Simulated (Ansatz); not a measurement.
# GeH₅O₂Si radical: one species, many methods

How much do the methods differ for GeH₅O₂Si radical? The plan is to run it at one geometry with functionals of several rungs and with coupled cluster, and see how far each lands from CCSD(T) at the basis-set limit for the atomisation energy.

Program: Ansatz 0.2.0, Gaussian basis. Level of theory: functionals in def2-TZVPP, the program's frozen cores in correlated methods. These are calculated values, not measurements.

The runs, in order: PBE-D4, r2SCAN-D4, PBE0-D4, B3LYP-D4, ωB97X-V, ωB97M-V, B2PLYP; CCSD(T)/def2-TZVPP; MP2/def2-QZVPP; extrapolation to the limit.

## (1) The geometry

All runs share one geometry, relaxed beforehand with PBE0-D4 in a triple-zeta def2 set.

SMILES `O[SiH][GeH2][OH]`, 9 atoms, charge 0, spin multiplicity 2.

Atoms are counted from 1 here; the program's logs count them from 0.

Bond lengths: O1–Si2 1.658 Å, O1–H5 0.959 Å, Si2–Ge3 2.386 Å, Si2–H6 1.500 Å, Ge3–O4 1.792 Å, Ge3–H7 1.549 Å, Ge3–H8 1.545 Å, O4–H9 0.960 Å. Angles: Si2–O1–H5 117.4°, O1–Si2–Ge3 106.4°, O1–Si2–H6 109.7°, Ge3–Si2–H6 112.6°, Si2–Ge3–O4 102.8°, Si2–Ge3–H7 115.4°, Si2–Ge3–H8 112.0°, O4–Ge3–H7 108.5°, O4–Ge3–H8 109.7°, H7–Ge3–H8 108.2°, Ge3–O4–H9 112.4°.

## (2) PBE-D4 (GGA)

in.yaml reads:

```yaml
crystal:
  periodic: [false, false, false]
  atoms:
    - {symbol: O, position_ang: [-1.983456, 0.994648, 0.972621]}
    - {symbol: Si, position_ang: [-1.292443, 0.353116, -0.391314]}
    - {symbol: Ge, position_ang: [0.993144, -0.069170, 0.145983]}
    - {symbol: O, position_ang: [1.712419, -0.455925, -1.448652]}
    - {symbol: H, position_ang: [-2.938300, 0.948166, 1.047522]}
    - {symbol: H, position_ang: [-2.027544, -0.890064, -0.794728]}
    - {symbol: H, position_ang: [1.241138, -1.263626, 1.100596]}
    - {symbol: H, position_ang: [1.687402, 1.175708, 0.741160]}
    - {symbol: H, position_ang: [2.607640, -0.792862, -1.373179]}
basis:
  gaussian: {orbitals: def2-TZVPP}
magnetization: {spin_polarized: true, initial_magnetization: 1}
hamiltonian: {xc: pbe, dispersion: d4}
output: {forces: true, orbitals: {seedname: orbitals}}
```

Launch:

```
$ ansatz run in.yaml --threads 2 --pin off --events-out ev --progress --plain --max-ram 32768MiB --backend cpu
```

Further steps of the session: r2SCAN-D4 (meta-GGA); PBE0-D4 (hybrid); B3LYP-D4 (hybrid); ωB97X-V (range-separated); ωB97M-V (range-separated); B2PLYP (double hybrid); CCSD(T) in def2-TZVPP; MP2 in def2-QZVPP.

Before running them: what should the planned runs give, taken together? Wanted: atomisation energy, CCSD(T)/CBS; farthest; mean size of error, hybrid; mean size of error, range-separated; gap, smallest and largest; T1 diagnostic; triples share of the correlation energy.

As calculated:

| quantity | value |
| --- | --- |
| atomisation energy, CCSD(T)/CBS | 29.401 eV |
| functionals within 0.294 eV (1.0 %) | PBE-D4, r2SCAN-D4, ωB97X-V |
| farthest | B2PLYP (-0.598 eV) |
| mean size of error, hybrid | 0.454 eV |
| mean size of error, range-separated | 0.157 eV |
| gap, smallest and largest | 1.48 eV (PBE-D4), 7.34 eV (ωB97X-V) |
| T1 diagnostic | 0.0139 |
| triples share of the correlation energy | 3.5 % |

In words: PBE-D4 is off by +0.069 eV. Double hybrids carry the basis error of their MP2 part in triple zeta, and no dispersion term here, so their miss is partly the set-up's. Misses under about 0.294 eV are within the doubt on the reference itself, which lacks core-valence correlation, relativity and higher excitations, and its outer-core shells are covered unevenly. Hartree-Fock recovers 69 % of the binding; the rest is correlation. Orbital gaps span 1.5 to 7.3 eV; exact exchange widens them. Correlated methods include outer-core shells of Ge, which these sets cover unevenly.
